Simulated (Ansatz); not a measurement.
# SrZn2N2: the cost of one run

Program: Ansatz 0.2.0. Level of theory: DFT PBEsol, scalar-relativistic, plane waves, PAW. These are calculated values, not measurements.

## (1) Starting point

Symmetry: I4/mcm, No. 140, tetragonal system. The conventional cell has a = 6.626 Å, b = 6.626 Å, c = 7.498 Å, α = 90.00°, β = 90.00°, γ = 90.00°. Around Sr (site symmetry 422) lie 8 N at 3.10 Å and 8 Zn at 3.19 Å. Zn (site symmetry m2m) has 3 N at 1.89 to 1.99 Å as nearest neighbours. Around N (site symmetry m2m) lie 3 Zn at 1.89 to 1.99 Å.

Coordinates:

```
CELL_PARAMETERS angstrom
-3.31276 3.31276 3.74916
3.31276 -3.31276 3.74916
3.31276 3.31276 -3.74916
ATOMIC_POSITIONS crystal
Sr 0.25000 0.25000 0.00000
Sr 0.75000 0.75000 0.00000
Zn 0.86693 0.36693 0.23386
Zn 0.13307 0.63307 0.76614
Zn 0.36693 0.13307 0.50000
Zn 0.63307 0.86693 0.50000
N 0.33459 0.83459 0.16917
N 0.66541 0.16541 0.83083
N 0.83459 0.66541 0.50000
N 0.16541 0.33459 0.50000
```

Source of the structure: the Materials Project (structure only).

(A quick probe on a coarse mesh, which set the mesh and smearing, is not shown.)

## (3) Relaxing cell and atoms

Contents of input.yaml:

```yaml
crystal:
  lattice:
    - [-3.3127618664, 3.3127618664, 3.7491556411]
    - [3.3127618664, -3.3127618664, 3.7491556411]
    - [3.3127618664, 3.3127618664, -3.7491556411]
  atoms:
    - { symbol: Sr, position: [0.25, 0.25, 0.0] }
    - { symbol: Sr, position: [0.75, 0.75, 0.0] }
    - { symbol: Zn, position: [0.8669295, 0.3669295, 0.233859] }
    - { symbol: Zn, position: [0.1330705, 0.6330705, 0.766141] }
    - { symbol: Zn, position: [0.3669295, 0.1330705, 0.5] }
    - { symbol: Zn, position: [0.6330705, 0.8669295, 0.5] }
    - { symbol: "N", position: [0.3345855, 0.8345855, 0.169171] }
    - { symbol: "N", position: [0.6654145, 0.1654145, 0.830829] }
    - { symbol: "N", position: [0.8345855, 0.6654145, 0.5] }
    - { symbol: "N", position: [0.1654145, 0.3345855, 0.5] }
basis:
  ecutwfc: 420
kpoints:
  mp_grid: { grid: [8, 8, 8] }
hamiltonian:
  xc: pbesol
scf:
  occupations: { method: gaussian, width: 0.01 }
output:
  forces: true
  stress: true
  eigenvalues: true
relax:
  adjacent_minimum: "off"
  f_tol: 0.005
  max_steps: 80
  cell: { stress_tol: 0.05 }
```

Started as:

```bash
> ansatz run input.yaml --threads 2 --pin off --max-ram 5120MiB --backend cpu --events-out ev --progress --plain --runs-dir out
```

**Question.** How long does this run take on 2 threads of Arm Neoverse V1, shared host, and how much memory does it need?

About 2.6 min, with a peak of 0.72 GiB.
